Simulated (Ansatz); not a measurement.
# BFGeH4: the cost of one run

Computed with Ansatz 0.2.0 through its Python package. Level of theory: PBE0/def2-SVP.

## Step 1: Starting point

Bond lengths: F1–B2 1.408 Å, B2–Ge3 2.016 Å, B2–H4 1.224 Å, Ge3–H5 1.584 Å, Ge3–H6 1.564 Å, Ge3–H7 1.505 Å. Angles: F1–B2–Ge3 121.4°, F1–B2–H4 120.9°, Ge3–B2–H4 117.7°, B2–Ge3–H5 108.3°, B2–Ge3–H6 109.9°, B2–Ge3–H7 111.5°, H5–Ge3–H6 108.3°, H5–Ge3–H7 108.4°, H6–Ge3–H7 110.4°.

The script reads bfgeh4.xyz:

```xyz
7

F    -1.62420   -1.47190    0.58660
B    -0.31900   -1.14150    0.17410
Ge    0.22630    0.77140   -0.15500
H     0.53300   -2.00840    0.02930
H     1.75400    0.78940   -0.57470
H     0.06900    1.60340    1.16050
H    -0.57790    1.38960   -1.26650
```

## Step 2: The script

The input, scan.py:

```python
"""Stretching a bond of BFGeH4, the rest held rigid."""

import ansatz as az
import numpy as np

system = az.Crystal.molecule_from_extxyz("bfgeh4.xyz")

symbols = [site.symbol for site in system.cartesian_sites]
start = np.array([site.position_ang for site in system.cartesian_sites])
axis = (start[0] - start[1]) / np.linalg.norm(start[0] - start[1])
moving = [0]
lengths, energies = [1.239, 1.295, 1.352, 1.408, 1.464, 1.521, 1.577, 1.662], []
for length in lengths:
    xyz = start.copy()
    xyz[moving] += (length - np.linalg.norm(start[0] - start[1])) * axis
    point = az.Crystal.molecule()
    for symbol, place in zip(symbols, xyz):
        point = point.atom(symbol, place.tolist())
    job = (
        point.calculation()
        .basis(gaussian="def2-SVP")
        .functional("PBE0")
        .accuracy("medium")
    )
    rep = job.run(threads=1).report
    energies.append(rep["free_energy_ev"])
    print(f"r = {length:6.3f} A  E = {energies[-1]:.5f} eV  <S^2> = {abs(rep['mean_field']['state']['spin_squared']):.3f}")

# quartic fit about the minimum
fit = np.polynomial.Polynomial.fit(lengths, np.array(energies) - min(energies), 4).convert()
roots = [r.real for r in fit.deriv().roots() if abs(r.imag) < 1e-9 and fit.deriv(2)(r.real) > 0]
r_e = min(roots, key=lambda r: abs(r - lengths[int(np.argmin(energies))]))
print(f"minimum of the fit at {r_e:.4f} A, force constant {fit.deriv(2)(r_e):.2f} eV/A^2")
```

## Step 3: The input behind the calls

The engine receives this input (first run):

```yaml
crystal:
  periodic: [false, false, false]
  atoms:
    - { symbol: F, position_ang: [-1.4674220690733548, -1.432213033728039, 0.5370513511283779] }
    - { symbol: B, position_ang: [-0.319, -1.1415, 0.1741] }
    - { symbol: Ge, position_ang: [0.2263, 0.7714, -0.155] }
    - { symbol: H, position_ang: [0.533, -2.0084, 0.0293] }
    - { symbol: H, position_ang: [1.754, 0.7894, -0.5747] }
    - { symbol: H, position_ang: [0.069, 1.6034, 1.1605] }
    - { symbol: H, position_ang: [-0.5779, 1.3896, -1.2665] }
accuracy: medium
basis:
  gaussian:
    orbitals: def2-SVP
hamiltonian:
  xc: pbe0
```

## Step 4: The run

Started as:

```console
$ python scan.py
```

**Question.** How long does this script take on 1 thread of Arm Neoverse V1, shared host, and how much memory does it need?

About 17 s, with a peak of 0.22 GiB.
